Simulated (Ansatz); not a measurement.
# CH6FNSn (SMILES [CH3][SnH]([NH2])[F]): wB97X/def2-SVP (core potential)

Aim: the vertical ionisation energy of CH6FNSn at wB97X/def2-SVP (core potential), from 2 runs. 

The results are computed with Ansatz 0.2.0.

112 further runs of the same task are left out: 112 set aside as unsound or not needed.

## 1. The molecule

CH6FNSn has 10 atoms, charge 0, and is taken as a singlet. SMILES: `[CH3][SnH]([NH2])[F]`. The coordinates come from a PBE0-D4/def2-TZVP relaxation. This is one conformer, not always the lowest.

Bond lengths: C1–Sn2 2.121 Å, Sn2–N3 2.000 Å, Sn2–F4 1.931 Å, C1–H5 1.090 Å, C1–H6 1.090 Å, C1–H7 1.089 Å, Sn2–H8 1.704 Å, N3–H9 1.008 Å, N3–H10 1.008 Å. Some angles: C1–Sn2–N3 111.9°, C1–Sn2–F4 103.5°, N3–Sn2–F4 105.0°, C1–Sn2–H8 120.3°, N3–Sn2–H8 111.0°, F4–Sn2–H8 103.2°, Sn2–C1–H5 108.9°, Sn2–C1–H6 110.7°, Sn2–C1–H7 109.4°, Sn2–N3–H9 117.9°.

## 2. A single-point energy at wB97X/def2-SVP (core potential)

molecule.yaml

```yaml
basis:
  gaussian:
    orbitals: def2-SVP
crystal:
  periodic: [false, false, false]
  atoms:
    - {symbol: C, position_ang: [-1.023300, 1.186900, 0.305600]}
    - {symbol: Sn, position_ang: [-0.012600, -0.424100, -0.632800]}
    - {symbol: N, position_ang: [1.522200, -1.085200, 0.465800]}
    - {symbol: F, position_ang: [-1.308600, -1.855400, -0.593400]}
    - {symbol: H, position_ang: [-1.191500, 0.935400, 1.352900]}
    - {symbol: H, position_ang: [-0.432400, 2.100700, 0.242800]}
    - {symbol: H, position_ang: [-1.985300, 1.342500, -0.181300]}
    - {symbol: H, position_ang: [0.413300, -0.329300, -2.280300]}
    - {symbol: H, position_ang: [1.719700, -0.610700, 1.333200]}
    - {symbol: H, position_ang: [2.381600, -1.312000, -0.009700]}
accuracy: high
output:
  orbitals: {seedname: orbitals}
hamiltonian:
  xc: {name: wB97X}
```

Launch:

```sh
$ ansatz run molecule.yaml --threads 1 --pin off --max-ram 3480MiB --events-out events.jsonl --progress --plain --runs-dir runs
```

What it wrote:

```text
Warning: RAYON_NUM_THREADS=1 ignored (pool sized by the plan → 1); use --threads N
Functional definition: wB97X
  name "wB97X"
  parameter omega = 0.3/bohr
  parameter cx = 0.157706
  parameter cx1 = 0.726479
  parameter cx2 = 1.04760
  parameter cx3 = -5.70635
  parameter cx4 = 13.2794
  parameter css1 = -4.33879
  parameter css2 = 18.2308
  parameter css3 = -31.7430
  parameter css4 = 17.2901
  parameter cos1 = 2.37031
  parameter cos2 = -11.3995
  parameter cos3 = 6.58405
  parameter cos4 = -3.78132
  exchange = spin_sum(e_x_unif_sr(omega)*poly(b97_u_x, 1 - cx, cx1, cx2, cx3, cx4)) + cx*exact_x_sr(omega)
      + exact_x_lr(omega)
  correlation = spin_sum(e_c_pw_same_spin*poly(b97_u_same, 1, css1, css2, css3, css4))
      + integral(e_c_pw_opposite_spin*poly(b97_u_opposite, 1, cos1, cos2, cos3, cos4))
2383 factors; integrals over basis functions are off by at most 8.1e-9 eV
417 factors; integrals over basis functions are off by at most 2.1e-9 eV
mean field evaluation 1: about -11162.3029 eV, gradient 6.0e1 eV
mean field evaluation 2: about -11162.3780 eV, gradient 6.2e1 eV
mean field evaluation 4: about -11169.3946 eV, gradient 2.1e0 eV
mean field evaluation 8: about -11169.5043 eV, gradient 1.3e-1 eV
mean field evaluation 16: about -11169.5043 eV, gradient 4.2e-5 eV
mean field -11169.50433042 eV, -410.4717131809 hartree, gradient 3.4e-8 eV, S^2 0.000000; 0 other end points of the search recorded, 0 dependent functions left out
reference -11169.50432683 eV, -410.4717130491 hartree; 25, 25 occupied and 73, 73 virtual orbitals, 2383 factors
Total energy: -11169.50432683 eV, -410.4717130491 hartree
```

It took 37 s on 1 thread of Arm Neoverse V2, shared host; peak memory 0.64 GiB.

## 3. The doublet cation, same level

Changes to molecule.yaml since step 2:

```diff
@@ -1,4 +1 @@
-basis:
-  gaussian:
-    orbitals: def2-SVP
 crystal:
@@ -16,6 +13,12 @@
     - {symbol: H, position_ang: [2.381600, -1.312000, -0.009700]}
-accuracy: high
-output:
-  orbitals: {seedname: orbitals}
+basis:
+  gaussian:
+    orbitals: def2-SVP
+total_charge: 1
+magnetization:
+  spin_polarized: true
+  initial_magnetization: 1
 hamiltonian:
   xc: {name: wB97X}
+output: {orbitals: {seedname: orbitals}}
+accuracy: high
```

Launch:

```sh
$ ansatz run molecule.yaml --threads 1 --pin off --max-ram 3480MiB --events-out events.jsonl --progress --plain --runs-dir runs
```

What it wrote, cut to the lines that bear on the results:

```text
Warning: RAYON_NUM_THREADS=1 ignored (pool sized by the plan → 1); use --threads N
[... 2 set-up lines as earlier in the session ...]
[...]
      + exact_x_lr(omega)
[...]
      + integral(e_c_pw_opposite_spin*poly(b97_u_opposite, 1, cos1, cos2, cos3, cos4))
2384 factors; integrals over basis functions are off by at most 8.1e-9 eV
415 factors; integrals over basis functions are off by at most 2.7e-9 eV
[...]
mean field -11159.85790425 eV, -410.1172135577 hartree, gradient 2.5e-8 eV, S^2 0.754741; 2 other end points of the search recorded, 0 dependent functions left out
reference -11159.85790074 eV, -410.1172134290 hartree; 25, 24 occupied and 73, 74 virtual orbitals, 2384 factors
Total energy: -11159.85790074 eV, -410.1172134290 hartree
```

It took 65 s on 1 thread of Arm Neoverse V2, shared host; peak memory 1.1 GiB.

## 4. Results

Level: wB97X/def2-SVP (core potential).

| quantity | value |
| --- | --- |
| singlet CH6FNSn: total energy | -410.47171 Eh |
| singlet CH6FNSn: HOMO energy | -9.66 eV |
| singlet CH6FNSn: LUMO energy | 2.53 eV |
| singlet CH6FNSn: HOMO–LUMO gap | 12.18 eV |
| doublet cation: total energy | -410.11721 Eh |
| doublet cation: HOMO energy (highest over α and β) | -15.99 eV |
| doublet cation: LUMO energy (lowest over α and β) | -9.61 eV |
| doublet cation: ⟨S²⟩ | 0.755 |
| vertical ionisation energy (to the doublet cation) | 9.646 eV |

In words: The vertical ionisation energy comes to 9.65 eV (931 kJ/mol). −ε(HOMO) before ionisation, 9.66 eV, is 0.01 eV above this ionisation energy.
